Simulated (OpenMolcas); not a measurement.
# Mo⁵⁺ among point charges: CASSCF and CASPT2 levels and susceptibility

How does a field of 5 point charges split the states of Mo⁵⁺, and what χT follows?

Program: OpenMolcas 26.06. Level of theory: state-averaged CASSCF and CASPT2, spin-orbit coupling by RASSI with atomic mean-field integrals. These are calculated values, not measurements, unless marked.

## Step 1: The system

* Species: Mo⁵⁺ (molybdenum, Z = 42, 37 electrons)
* Basis: ANO-RCC-VDZP [6s5p3d1f], 43 functions
* Scalar Hamiltonian: DKH2, point nucleus
* Inactive shells: 1s 2s 2p 3s 3p 3d 4s 4p
* Active space: 1 electron in 5 orbitals (4d)
* Some configurations of this space: 4d
* Orbitals: optimised for each spin and parity, averaged over all roots

The outer shells:

4d
```
4d [↑ ][  ][  ][  ][  ]
```

The ion sits among 5 point charges of -1.5 e arranged as a square pyramid (C4v), 1.98 Å from the ion, with the axial distance 2.039 Å.

The work runs as a chain of OpenMolcas steps in one folder; each step below is one input file. Labels, J, g values, rates, χT and fits are worked out afterwards by a script from the matrices that RASSI stores.

## Step 2: GATEWAY and SEWARD: basis and integrals

a.inp

```
&GATEWAY
Coord
1

Mo 0.0 0.0 0.0
Basis=ANO-RCC-VDZP
Group=NoSym
NoMove
AngMom=0.0 0.0 0.0
AMFI
XField
5 Angstrom 0
1.980000 0.000000 0.000000 -1.500000
0.000000 1.980000 0.000000 -1.500000
-1.980000 0.000000 0.000000 -1.500000
0.000000 -1.980000 0.000000 -1.500000
0.000000 0.000000 2.039400 -1.500000
&SEWARD
```

On the command line:

```console
$ OMP_NUM_THREADS=1 MOLCAS_MEM=1689 MOLCAS_PROJECT=a pymolcas a.inp > a.log
```

## Step 3: CASSCF: doublets, 5 roots

a.inp

```
&RASSCF
FileOrb=start.orb
Symmetry=1
Spin=2
nActEl=1 0 0
Inactive=18
Ras2=5
CIRoot=5 5 1
SDav=5
CIMx=300
Iter=120 100
PrWF=0.3
OrbListing=Nothing
MaxOrb=0
>>> COPY $Project.JobIph JOB001
```

start.orb holds the contracted functions of the basis, ordered by shell, or the orbitals of the step before.

## Step 4: State interaction with spin-orbit coupling

a.inp

```
&RASSI
NrOfJobIphs=1 5
1 2 3 4 5
IphNames
JOB001
EJob
SpinOrbit
DIPRint=1.0
SOCoupling=1000.0
Subsets=2
Property=9
'ANGMOM' 1 'ANGMOM' 2 'ANGMOM' 3 'MLTPL  1' 1 'MLTPL  1' 2 'MLTPL  1' 3
'AMFI' 1 'AMFI' 2 'AMFI' 3
SOProperty=3
'ANGMOM' 1 'ANGMOM' 2 'ANGMOM' 3
```

## Step 5: CASPT2: IPEA 0.25, imaginary shift 0.1 (closed shells correlated: 4s 4p)

a.inp

```
>>> COPY JOB001 $Project.JobIph
&CASPT2
Multistate=5 1 2 3 4 5
NoMult
Frozen=14
IPEA=0.25
Imaginary=0.1
MaxIter=60
WThr=0.0 0.3 0.05
PrWF=0.5
NoMix
```

(Steps that only read results are left out.)

What does the calculation give? Wanted: spin-free ground state; first state of the same spin within the active space; lowest level; next level.

The runs gave:

```
                                            quantity                                                                        value
                                              method  SS-CASPT2, IPEA 0.25, imaginary shift 0.1 (closed shells correlated: 4s 4p)
                              spin-free ground state                                          doublet, 2-fold in its orbital part
first state of the same spin within the active space                                                         doublet at 1450 cm⁻¹
                                        lowest level                                                 2-fold, g = 0.38, 1.53, 1.53
                                          next level                                                                  1469.4 cm⁻¹
                                         χT at 300 K                                                               0.17 cm³ K/mol
                           effective moment at 300 K                                                                      1.18 μB
```

Cost by method:

| method | time of its own steps | time with the reference |
| --- | --- | --- |
| A. CASSCF | 1.7 s | 1.7 s |
| B. SS-CASPT2, IPEA 0.25, imaginary shift 0.1, +4s 4p | 0.62 s | 2.3 s |

Times are of one thread on a shared host.

The spin-free ground state (doublet) comes to 100 % from free-ion D terms and keeps the highest spin of the shell. χT at 300 K is 0.17, against 0.38 cm³ K/mol for the spin alone, so orbital moment lowers it. The field of point charges can differ much from that of real complexes. Point charges carry no covalency, so the field is a model and not that of real ligands.
